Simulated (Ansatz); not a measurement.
# CH₄BFSe: a ladder of functionals and wavefunction methods

One table from this session's results is given with a row withheld; the runs are named, their logs left out.

The runs use Ansatz 0.2.0, Gaussian basis; functionals in def2-TZVPP, the program's frozen cores in correlated methods.

Levels to be run: LDA (SPW92), PBE-D4, revPBE-D4, BLYP-D4, r2SCAN-D4, B97M-V, PBE0-D4, B3LYP-D4, r2SCANh-D4, r2SCAN0-D4, HSE06-D4, BHLYP-D4, CAM-B3LYP-D4, LC-ωPBE, ωB97X-V, ωB97M-V, B2PLYP, PBE-QIDH; CCSD(T)/def2-SVP; CCSD(T)/def2-TZVPP; MP2/def2-QZVPP; extrapolation to the limit; RPA on PBE.

## The relaxed structure

An earlier PBE0-D4 in a triple-zeta def2 set relaxation fixed the geometry.

SMILES `C[Se]BF`, 8 atoms, charge 0, spin multiplicity 1.

Atoms are counted from 1 here; the program's logs count them from 0.

Bond lengths: C1–Se2 1.951 Å, C1–H5 1.088 Å, C1–H6 1.088 Å, C1–H7 1.088 Å, Se2–B3 1.922 Å, B3–F4 1.322 Å, B3–H8 1.198 Å. Angles: Se2–C1–H5 109.1°, Se2–C1–H6 108.7°, Se2–C1–H7 108.8°, H5–C1–H6 110.1°, H5–C1–H7 110.1°, H6–C1–H7 110.1°, C1–Se2–B3 98.6°, Se2–B3–F4 119.1°, Se2–B3–H8 121.2°, F4–B3–H8 119.7°.

The first run:

The input, in.yaml:

```yaml
crystal:
  periodic: [false, false, false]
  atoms:
    - {symbol: C, position_ang: [-0.616805, 1.012190, -0.552301]}
    - {symbol: Se, position_ang: [0.736938, 0.681111, 0.812600]}
    - {symbol: B, position_ang: [0.806080, -1.235442, 0.688421]}
    - {symbol: F, position_ang: [1.634158, -1.902184, 1.474440]}
    - {symbol: H, position_ang: [-0.942108, 0.060981, -0.968424]}
    - {symbol: H, position_ang: [-1.457815, 1.525917, -0.092207]}
    - {symbol: H, position_ang: [-0.182278, 1.632695, -1.332715]}
    - {symbol: H, position_ang: [0.114130, -1.832268, -0.085613]}
basis:
  gaussian: {orbitals: def2-TZVPP}
hamiltonian: {xc: lda}
output: {orbitals: {seedname: orbitals}}
```

Among the steps run: LDA; PBE-D4 (GGA); revPBE-D4 (GGA); BLYP-D4 (GGA); r2SCAN-D4 (meta-GGA); B97M-V (meta-GGA); PBE0-D4 (hybrid); B3LYP-D4 (hybrid); r2SCANh-D4 (hybrid); r2SCAN0-D4 (hybrid); HSE06-D4 (hybrid); BHLYP-D4 (hybrid); CAM-B3LYP-D4 (range-separated); LC-ωPBE-D4 (range-separated; the results give it without D4); ωB97X-V (range-separated); ωB97M-V (range-separated); B2PLYP (double hybrid); PBE-QIDH (double hybrid).

One of the session's tables, all rows but one given; the rest of the session is left out.

It belongs to the step «Orbital energies across the functionals». 

```
  functional  HOMO (eV)  gap (eV)
 LDA (SPW92)      -6.32      4.49
      PBE-D4          ?         ?
   revPBE-D4      -6.10      4.64
     BLYP-D4      -5.99      4.57
   r2SCAN-D4      -6.41      5.14
      B97M-V      -6.45      5.17
     PBE0-D4      -7.26      6.61
    B3LYP-D4      -7.03      6.17
  r2SCANh-D4      -6.81      5.87
  r2SCAN0-D4      -7.43      6.96
    HSE06-D4      -6.87      5.83
    BHLYP-D4      -8.21      8.54
CAM-B3LYP-D4      -8.52      8.94
     LC-ωPBE      -9.84     11.41
     ωB97X-V      -9.50     11.00
     ωB97M-V      -9.38     10.67
```

**Question.** Estimate the row for PBE-D4.

The run gave: HOMO (eV): -6.16; gap (eV): 4.59. In the column «HOMO (eV)» it lies between LDA (SPW92) (-6.32) and revPBE-D4 (-6.10).
